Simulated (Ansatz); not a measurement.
I need a geometry optimisation of AlH5OSi2, SMILES [SiH3][SiH]1[O][AlH]1. Use Ansatz 0.2.0, Python API. Level of theory: B3LYP, def2-SVP basis, multiplicity 1, D3BJ dispersion.

```yaml
atoms:
  - { symbol: Si, position_ang: [-0.6668, 0.8743, -1.1400] }
  - { symbol: Si, position_ang: [0.1288, -0.8445, -0.0724] }
  - { symbol: O, position_ang: [1.7028, -0.4803, 0.4557] }
  - { symbol: Al, position_ang: [0.9368, -0.4051, 2.0834] }
  - { symbol: H, position_ang: [-2.0995, 0.6227, -1.5649] }
  - { symbol: H, position_ang: [-0.6908, 2.1074, -0.2659] }
  - { symbol: H, position_ang: [0.1195, 1.1946, -2.3455] }
  - { symbol: H, position_ang: [0.1659, -2.1389, -0.7374] }
  - { symbol: H, position_ang: [0.4918, -0.9765, 3.5700] }
```

The script, `run_opt.py`:
```python
"""Geometry optimisation of AlH5OSi2."""

import itertools

import ansatz as az
from ase.data import atomic_numbers, covalent_radii
import numpy as np


def main() -> None:
    alh5osi2 = (
        az.Crystal.molecule()
        .atom("Si", [-0.6668, 0.8743, -1.14])
        .atom("Si", [0.1288, -0.8445, -0.0724])
        .atom("O", [1.7028, -0.4803, 0.4557])
        .atom("Al", [0.9368, -0.4051, 2.0834])
        .atom("H", [-2.0995, 0.6227, -1.5649])
        .atom("H", [-0.6908, 2.1074, -0.2659])
        .atom("H", [0.1195, 1.1946, -2.3455])
        .atom("H", [0.1659, -2.1389, -0.7374])
        .atom("H", [0.4918, -0.9765, 3.57])
    )

    calc = (
        alh5osi2.calculation()
        .basis(gaussian="def2-SVP")
        .functional("b3lyp", dispersion="d3bj")
    )
    symbols = [site.symbol for site in alh5osi2.cartesian_sites]
    start = np.array([site.position_ang for site in alh5osi2.cartesian_sites], dtype=float)
    def progress(event):
        if event["event"] == "relax_step":
            row = event["data"]
            print(f"step {row['step']:3d}  E = {row['lagrangian_ev']:.6f} eV  largest force component {row['allowed_force_max_ev_ang']:.4f} eV/A")


    report = calc.relax(force_tolerance=0.01, max_steps=100).session().plan().execute(on_event=progress).report
    end = np.array(report["positions_ang"])

    for key in ("converged", "free_energy_ev", "reference_energy_ev", "n_frozen", "n_occupied", "n_virtual"):
        print(f"{key:22s} {report[key]}")

    # pairs closer than 1.2 times the sum of covalent radii, before or after
    radius = [covalent_radii[atomic_numbers[s]] for s in symbols]
    span = lambda where, i, j: np.linalg.norm(where[i] - where[j])
    bonded = [(i, j) for i, j in itertools.combinations(range(len(symbols)), 2) if min(span(start, i, j), span(end, i, j)) < 1.2 * (radius[i] + radius[j])]
    print("pair        before    after (A)")
    for i, j in bonded:
        print(f"{symbols[i]}{i}-{symbols[j]}{j}".ljust(10), f"{span(start, i, j):8.4f} {span(end, i, j):8.4f}")

    charges = report["charge_distribution"]
    dipole = np.array(charges["dipole_moment_e_ang"]) * 4.803205
    print("dipole (D): {:.3f} {:.3f} {:.3f}, length {:.3f}".format(*dipole, np.linalg.norm(dipole)))
    print("atom  Mulliken   Lowdin")
    for symbol, m, l in zip(symbols, charges["mulliken_charges_e"], charges["lowdin_charges_e"]):
        print(f"{symbol:4s} {m:9.3f} {l:8.3f}")


if __name__ == "__main__":
    main()
```

```console
$ python run_opt.py
step   1  E = -24473.075337 eV  largest force component 2.1055 eV/A
step   2  E = -24473.856413 eV  largest force component 1.2388 eV/A
step   3  E = -24474.160088 eV  largest force component 0.5727 eV/A
step   4  E = -24474.232571 eV  largest force component 0.7056 eV/A
step   5  E = -24474.243587 eV  largest force component 0.3007 eV/A
step   6  E = -24474.254245 eV  largest force component 0.1858 eV/A
step   7  E = -24474.255239 eV  largest force component 0.1096 eV/A
step   8  E = -24474.255708 eV  largest force component 0.0250 eV/A
step   9  E = -24474.256087 eV  largest force component 0.0090 eV/A
converged              True
free_energy_ev         -24474.256377539783
reference_energy_ev    -24473.881596869207
n_frozen               0
n_occupied             [27, 27]
n_virtual              [66, 66]
pair        before    after (A)
Si0-Si1      2.1742   2.3490
Si0-H4       1.5154   1.4948
Si0-H5       1.5117   1.4934
Si0-H6       1.4745   1.4947
Si1-O2       1.6997   1.7315
Si1-Al3      2.3438   2.3008
Si1-H7       1.4557   1.4979
O2-Al3       1.8005   1.7508
Al3-H8       1.6536   1.5762
dipole (D): -1.041 -0.407 1.359, length 1.760
atom  Mulliken   Lowdin
Si       0.229    0.222
Si       0.276    0.124
O       -0.553   -0.093
Al       0.482    0.149
H       -0.080   -0.074
H       -0.082   -0.076
H       -0.070   -0.073
H       -0.088   -0.079
H       -0.112   -0.101
```

What to keep in mind:
- Total energies depend on the basis set; only differences at equal settings carry meaning.
- The end point is the stationary point reached from this start; no frequency run checks that it is a minimum, and the basis set is modest.
- The Löwdin charges here are taken after orthogonalising the functions within each atom; they differ from plain Löwdin charges, and their signs can be unphysical.
- Total less reference energy is the dispersion correction.
- b3lyp holds the VWN-RPA fit, as in Gaussian; the form of ORCA and Turbomole is b3lyp5.
- Hardware and time: 69 s on 1 thread of Arm Neoverse N1, on a shared host, peak memory 0.26 GiB.
